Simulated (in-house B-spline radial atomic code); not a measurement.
**Mn²⁺: binding energies from hole states**

How tightly is each shell of Mn²⁺ bound, and how much do the other electrons relax when one leaves?

The numbers are computed with in-house B-spline radial atomic code version 1 (Dirac-Coulomb PBE, spherical fractional occupations, Fermi nucleus, basis-set limit), except any that are marked as measured or tabulated.

### Step 1. The system

* element: manganese (Z = 25)
* charge: +2
* electrons: 23
* configuration: [Ar] 3d5
* Hamiltonian: Dirac-Coulomb
* nucleus: Fermi, rms radius 3.706 fm

The outer shells:

[Ar] 3d5
```
[Ar] core
3d [↑ ][↑ ][↑ ][↑ ][↑ ]
```

The boxes only draw the filling; these runs are spin-restricted and spherical.

### Step 2. The parent ion

The run's settings:

```ini
Z = 25
electrons = 23.0
configuration = [Ar] 3d5
hamiltonian = dirac
method = pbe,pbe
spin_polarised = False
nucleus = fermi
rms_radius = 3.7057
mass_number = 55
atomic_mass = 54.93804304
speed_of_light = 137.035999084
```

### Step 3. The 1s hole

Settings: those of step 2 with these lines changed.

```diff
@@ -1,4 +1,4 @@
 Z = 25
-electrons = 23.0
-configuration = [Ar] 3d5
+electrons = 22.0
+configuration = 1s1 2s2 2p6 3s2 3p6 3d5
 hamiltonian = dirac
```

### Step 4. The 2s hole

Settings: those of step 3 with these lines changed.

```diff
@@ -2,3 +2,3 @@
 electrons = 22.0
-configuration = 1s1 2s2 2p6 3s2 3p6 3d5
+configuration = 1s2 2s1 2p6 3s2 3p6 3d5
 hamiltonian = dirac
```

### Step 5. The 2p1/2 hole

In configurations, a minus sign after the shell means j = l − 1/2 and a plus sign j = l + 1/2; the count of electrons follows.

Settings: those of step 4 with these lines changed.

```diff
@@ -2,3 +2,3 @@
 electrons = 22.0
-configuration = 1s2 2s1 2p6 3s2 3p6 3d5
+configuration = 1s2 2s2 2p-1 2p+4 3s2 3p6 3d5
 hamiltonian = dirac
```

### Step 6. The 2p3/2 hole

Settings: those of step 5 with these lines changed.

```diff
@@ -2,3 +2,3 @@
 electrons = 22.0
-configuration = 1s2 2s2 2p-1 2p+4 3s2 3p6 3d5
+configuration = 1s2 2s2 2p-2 2p+3 3s2 3p6 3d5
 hamiltonian = dirac
```

### Step 7. The 3s hole

Settings: those of step 6 with these lines changed.

```diff
@@ -2,3 +2,3 @@
 electrons = 22.0
-configuration = 1s2 2s2 2p-2 2p+3 3s2 3p6 3d5
+configuration = 1s2 2s2 2p6 3s1 3p6 3d5
 hamiltonian = dirac
```

### Step 8. The 3p1/2 hole

Settings: those of step 7 with these lines changed.

```diff
@@ -2,3 +2,3 @@
 electrons = 22.0
-configuration = 1s2 2s2 2p6 3s1 3p6 3d5
+configuration = 1s2 2s2 2p6 3s2 3p-1 3p+4 3d5
 hamiltonian = dirac
```

### Step 9. The 3p3/2 hole

Settings: those of step 8 with these lines changed.

```diff
@@ -2,3 +2,3 @@
 electrons = 22.0
-configuration = 1s2 2s2 2p6 3s2 3p-1 3p+4 3d5
+configuration = 1s2 2s2 2p6 3s2 3p-2 3p+3 3d5
 hamiltonian = dirac
```

### Step 10. The 3d hole

Settings: those of step 9 with these lines changed.

```diff
@@ -2,3 +2,3 @@
 electrons = 22.0
-configuration = 1s2 2s2 2p6 3s2 3p-2 3p+3 3d5
+configuration = 1s2 2s2 2p6 3s2 3p6 3d4
 hamiltonian = dirac
```

Q: What does each hole state cost in eV, and how does that compare with the orbital energies or single holes?

As calculated:

| hole | ΔSCF (eV) | with Breit, QED, recoil (eV) | −ε of the parent (eV) | −ε less ΔSCF (eV) |
| --- | --- | --- | --- | --- |
| 1s | 6596.38 | 6587.71 | 6446.26 | -150.12 |
| 2s | 785.98 | 785.25 | 761.35 | -24.63 |
| 2p1/2 | 684.08 | 683.40 | 654.62 | -29.46 |
| 2p3/2 | 673.22 | 672.80 | 644.18 | -29.04 |
| 3s | 113.25 | 113.16 | 103.68 | -9.56 |
| 3p1/2 | 82.570 | 82.502 | 73.265 | -9.31 |
| 3p3/2 | 81.255 | 81.219 | 71.998 | -9.26 |
| 3d | 32.519 | 32.528 | - | - |

**Reading.** With PBE the orbital energies fall short of the binding energies, by 150.1 eV for 1s: an electron's repulsion with itself pushes the levels up, so −ε is no binding energy here. The difference of the 1s and 2p3/2 holes gives a Kα1 line at 5914.9 eV for this charge state (with Breit, QED and recoil). The spin-orbit splitting of the 2p hole is 10.60 eV with those corrections. A dash stands where an open shell is averaged over j, so that no single parent level belongs to the hole. Values are for the free ion, measured from the vacuum level.
